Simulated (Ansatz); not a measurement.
# Ce2HfO6: the cost of one run

Computed with Ansatz 0.2.0 (DFT PBE, scalar-relativistic, plane waves, PAW, unless a step's input says otherwise).

1 further run of the same task is left out (it didn't finish).

## Step 1: The structure to begin with

The structure is tetragonal, space group I4/mmm (No. 139). The conventional cell has a = 3.995 Å, b = 3.995 Å, c = 16.951 Å, α = 90.00°, β = 90.00°, γ = 90.00°. Around Ce (site symmetry 4mm) lie 8 O at 2.45 Å. Hf (site symmetry 4/mmm) is surrounded by 8 O at 2.45 Å. Around O (site symmetry 2mm) lie 2 Hf at 2.45 Å and 2 Ce at 2.45 Å. O (site symmetry -4m2) has 4 Ce at 2.45 Å as nearest neighbours.

As a file:

```
Ce Hf O
1.0
    -1.99767    1.99767    8.47541
     1.99767   -1.99767    8.47541
     1.99767    1.99767   -8.47541
Ce Hf O
2 1 6
Cartesian
  0.0000 0.0000 11.3005
  0.0000 0.0000 5.6503
  0.0000 0.0000 0.0000
  1.9977 0.0000 1.4126
  0.0000 1.9977 4.2377
  1.9977 0.0000 7.0628
  1.9977 0.0000 4.2377
  0.0000 1.9977 7.0628
  0.0000 1.9977 1.4126
```

The start is an ordering of an alloy on its end members' structure types: elements ordered on the sites of the HfO2 type, Hf/Ce on Hf (I4/mmm, No. 139).

## Step 2: Probe: one point on a coarse mesh

Contents of input.yaml:

```yaml
crystal:
  lattice:
    - [-1.99767271, 1.99767271, 8.47540753]
    - [1.99767271, -1.99767271, 8.47540753]
    - [1.99767271, 1.99767271, -8.47540753]
  atoms:
    - { symbol: Ce, position: [0.66666667, 0.66666667, 0.0] }
    - { symbol: Ce, position: [0.33333333, 0.33333333, 0.0] }
    - { symbol: Hf, position: [0.0, 0.0, 0.0] }
    - { symbol: O, position: [0.08333333, 0.58333333, 0.5] }
    - { symbol: O, position: [0.75, 0.25, 0.5] }
    - { symbol: O, position: [0.41666667, 0.91666667, 0.5] }
    - { symbol: O, position: [0.25, 0.75, 0.5] }
    - { symbol: O, position: [0.91666667, 0.41666667, 0.5] }
    - { symbol: O, position: [0.58333333, 0.08333333, 0.5] }
basis:
  ecutwfc: 420
kpoints:
  mp_grid: { grid: [6, 6, 6] }
hamiltonian:
  xc: pbe
scf:
  occupations: { method: gaussian, width: 0.1 }
  lower_state_search: "off"
output:
  forces: true
  stress: true
  eigenvalues: true
```

Command:

```sh
$ ansatz run input.yaml --threads 1 --pin off --max-ram 2560MiB --backend cpu --events-out ev --progress --plain --runs-dir out
```

What time and memory should one allow on 1 thread of Intel Xeon 6975P-C (Granite Rapids), shared host?

About 10 s, with a peak of 0.57 GiB.
